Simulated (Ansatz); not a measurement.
# k/cubic_perovskite: the band gap up the ladder of functionals

An exercise on one series of results from a longer session: the logs are not shown, and one member is left open.

The runs shown are made with Ansatz 0.2.0. PAW datasets, plane waves. (Calculated; spin-unpolarised; the phase may be known or hypothetical.)

## The structure to begin with

The cell was relaxed beforehand with r2SCAN.

The symmetry is Pm-3m (No. 221, cubic); conventional cell a = 3.994 Å, 12.74 Å³ an atom. Ba has 12 O at 2.82 Å; Ti has 6 O at 2.00 Å; O has 2 Ti at 2.00 Å and 4 Ba at 2.82 Å.

Structure file:

```
Ba Ti O
1.0
     3.99410    0.00000    0.00000
     0.00000    3.99410    0.00000
     0.00000    0.00000    3.99410
Ba Ti O
1 1 3
Direct
  0.00000 0.00000 0.00000
  0.50000 0.50000 0.50000
  0.50000 0.00000 0.50000
  0.50000 0.50000 0.00000
  0.00000 0.50000 0.50000
```

The first run:

The input, input.yaml:

```yaml
crystal:
  lattice:
    - [3.9940964053, 0.0, 0.0]
    - [0.0, 3.9940964053, 0.0]
    - [0.0, 0.0, 3.9940964053]
  atoms:
    - { symbol: Ba, position: [0.0, 0.0, 0.0] }
    - { symbol: Ti, position: [0.5, 0.5, 0.5] }
    - { symbol: O, position: [0.5, 0.0, 0.5] }
    - { symbol: O, position: [0.5, 0.5, 0.0] }
    - { symbol: O, position: [0.0, 0.5, 0.5] }
kpoints:
  mp_grid: { grid: [6, 6, 6] }
  band_path:
    path:
      - [[0.0, 0.0, 0.0], [-5.807905955024e-51, 0.5, -6.429255410775e-35], [0.5, 0.5, -4.821941558081e-35], [0.0, 0.0, 0.0], [0.5, 0.5, 0.5], [-5.807905955024e-51, 0.5, -6.429255410775e-35]]
      - [[0.5, 0.5, 0.5], [0.5, 0.5, -4.821941558081e-35]]
    npoints: 10
hamiltonian:
  xc: pbe
scf:
  occupations: { method: fermi_dirac, width: 0.02 }
  n_extra_bands: 5
output:
  forces: true
  stress: true
  eigenvalues: true
```

Run with:

```bash
$ ansatz run input.yaml --threads 2 --pin off --max-ram 29491MiB --backend cpu --events-out ev --progress --plain --runs-dir out
```

Among the steps run: PBE bands along the symmetry lines; r2SCAN; Single point with HSE06; Single point with PBE+SOC; PBE0.

One of the session's tables, all rows but one given; the rest of the session is left out.

| level | gap (eV) |
| --- | --- |
| PBE | ? |
| r2SCAN | 2.17 |
| HSE06 | 3.21 |
| PBE+SOC | 1.81 |
| PBE0 | 3.95 |

**Question.** Estimate the row for PBE.

As computed: gap (eV): 1.82. In the column «gap (eV)» it lies between PBE+SOC (1.81) and r2SCAN (2.17).

Meshes: PBE 6×6×6, r2SCAN 6×6×6, HSE06 4×4×4, PBE+SOC 6×6×6, PBE0 4×4×4

In words: PBE+SOC gives the least gap, 1.81 eV, and PBE0 the largest, 3.95 eV. Against HSE06, PBE is short by 1.39 eV, at 57 % of it, and r2SCAN 68 %. PBE0 lies 0.74 eV above HSE06, which differs from it by screening the long-range exchange.

To keep in mind: Warnings in the runs' records: stress exchange threshold loose, stress scf threshold loose.
